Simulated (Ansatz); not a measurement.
# Ga2PN (ordered alloy on rocksalt lattice): maximally localised Wannier functions

Aim: build maximally localised Wannier functions for Ga2PN (ordered alloy on rocksalt lattice) from several sets of trial orbitals, and check spreads and centres, and how well the models interpolate the bands. Plan: PBE, anion s p, 6×6×6; PBE, anion s p, 4×4×4; PBE, anion s p, 8×8×8; PBE, anion p, 6×6×6; PBE, all s p, disentangled, 6×6×6; PBE, cation s and anion p, disentangled, 6×6×6; r2SCAN, anion s p, 6×6×6; r2SCAN, all s p, disentangled, 6×6×6 (level, trial orbitals, Wannier mesh).

Computed with Ansatz 0.2.0 (plane waves, PAW, unless a step's input says otherwise).

2 further runs of the same task are left out: 2 that didn't finish.

## (1) The structure to begin with

Symmetry: R-3m, No. 166, trigonal system. Conventional cell: a = 3.253 Å, b = 3.253 Å, c = 16.940 Å, α = 90.00°, β = 90.00°, γ = 120.00°. N (site symmetry -3m) has 6 Ga at 2.22 Å as nearest neighbours. P (site symmetry -3m) has 6 Ga at 2.49 Å as nearest neighbours. Ga (site symmetry 3m) has 3 N at 2.22 Å and 3 P at 2.49 Å as nearest neighbours.

As a file:

```cif
data_structure
_symmetry_space_group_name_H-M 'R-3m:H'
_symmetry_Int_Tables_number 166
_cell_length_a 3.2525
_cell_length_b 3.2525
_cell_length_c 16.9398
_cell_angle_alpha 90.000
_cell_angle_beta 90.000
_cell_angle_gamma 120.000
_cell_volume 155.19
loop_
_atom_site_label
_atom_site_type_symbol
_atom_site_symmetry_multiplicity
_atom_site_Wyckoff_symbol
_atom_site_fract_x
_atom_site_fract_y
_atom_site_fract_z
_atom_site_occupancy
N1 N 3 a 0.00000 0.00000 0.00000 1
P1 P 3 b 0.66667 0.33333 0.83333 1
Ga1 Ga 6 c 0.33333 0.66667 0.92963 1
```

Cell and atoms come from an earlier r2SCAN relaxation.

## (2) PBE, anion s p, 6×6×6

Input file input.yaml:

```yaml
crystal:
  lattice:
    - [1.6262522755, 0.9389171891, 5.6465979851]
    - [-1.6262522755, 0.9389171891, 5.6465979851]
    - [0.0, -1.8778343781, 5.6465979851]
  atoms:
    - { symbol: "N", position: [1.0, 0.0, 0.0] }
    - { symbol: P, position: [0.5, 0.5, 0.5] }
    - { symbol: Ga, position: [0.2629671295, 0.2629671295, 0.2629671295] }
    - { symbol: Ga, position: [0.7370328705, 0.7370328705, 0.7370328705] }
kpoints:
  mp_grid: { grid: [8, 8, 8] }
  band_path:
    path:
      - [[0.0, 0.0, 0.0], [0.5, 0.5, 0.5], [0.8149006066679, 0.1850993933321, 0.5]]
      - [[0.5, -0.1850993933321, 0.1850993933321], [0.5, 6.454856276096e-17, -7.680942308186e-17], [0.0, 0.0, 0.0], [0.342549696666, -0.342549696666, 7.374835248592e-18]]
      - [[0.657450303334, -1.22608603209e-17, 0.342549696666], [0.5, -8.293985324231e-17, 0.5], [0.0, 0.0, 0.0]]
    npoints: 10
hamiltonian:
  xc: pbe
scf:
  occupations: { method: fermi_dirac, width: 0.02 }
  n_extra_bands: 6
output:
  forces: false
  stress: false
  eigenvalues: true
  wannier:
    kmesh: [6, 6, 6]
    projections:
      - { species: "N", l: s, shell: 2 }
      - { species: "N", l: p, shell: 2 }
      - { species: P, l: s, shell: 3 }
      - { species: P, l: p, shell: 3 }
    minimise: true
    write_hr: true
    conv_tol: 1.0e-08
    max_iter: 3000
```

Launch:

```bash
$ ansatz run input.yaml --threads 4 --pin off --max-ram 3686MiB --backend cpu --events-out ev --progress --plain --runs-dir out
```

The runs that follow: PBE, anion s p, 4×4×4; PBE, anion s p, 8×8×8; PBE, anion p, 6×6×6; PBE, all s p, disentangled, 6×6×6; PBE, cation s and anion p, disentangled, 6×6×6; r2SCAN, anion s p, 6×6×6; r2SCAN, all s p, disentangled, 6×6×6.

**Question.** What will the summary of the whole plan be? Wanted: total spread, PBE, anion s p, 6×6×6; total spread, PBE, anion s p, 4×4×4; total spread, PBE, anion s p, 8×8×8; total spread, PBE, anion p, 6×6×6; total spread, PBE, all s p, disentangled, 6×6×6; total spread, PBE, cation s and anion p, disentangled, 6×6×6; total spread, r2SCAN, anion s p, 6×6×6; total spread, r2SCAN, all s p, disentangled, 6×6×6; centres of the first set.

The runs gave:

| quantity | value |
| --- | --- |
| total spread, PBE, anion s p, 6×6×6 | 16.90 Å² over 8 functions |
| total spread, PBE, anion s p, 4×4×4 | 14.45 Å² over 8 functions |
| total spread, PBE, anion s p, 8×8×8 | 18.20 Å² over 8 functions |
| total spread, PBE, anion p, 6×6×6 | 15.86 Å² over 6 functions |
| total spread, PBE, all s p, disentangled, 6×6×6 | 19.90 Å² over 16 functions |
| total spread, PBE, cation s and anion p, disentangled, 6×6×6 | 26.47 Å² over 8 functions |
| total spread, r2SCAN, anion s p, 6×6×6 | 16.07 Å² over 8 functions |
| total spread, r2SCAN, all s p, disentangled, 6×6×6 | 19.17 Å² over 16 functions |
| centres of the first set | 0.39 to 0.65 Å from the nearest atom |

What this shows: With PBE, anion s p, 6×6×6 the 8 functions move off the atoms, with a mean spread of 2.11 Å²; 84 % of the total is gauge invariant. The total spread goes from 14.45 Å² on 4×4×4 to 18.20 Å² on 8×8×8: finite differences in k understate it on coarse meshes, while the largest miss of a band goes from 0.65 to 0.55 eV. On one set and mesh the functional gives 16.90 (PBE), 16.07 (r2SCAN) Å². The disentangled models miss some band by up to 1.7 eV, which may lie outside their frozen windows.
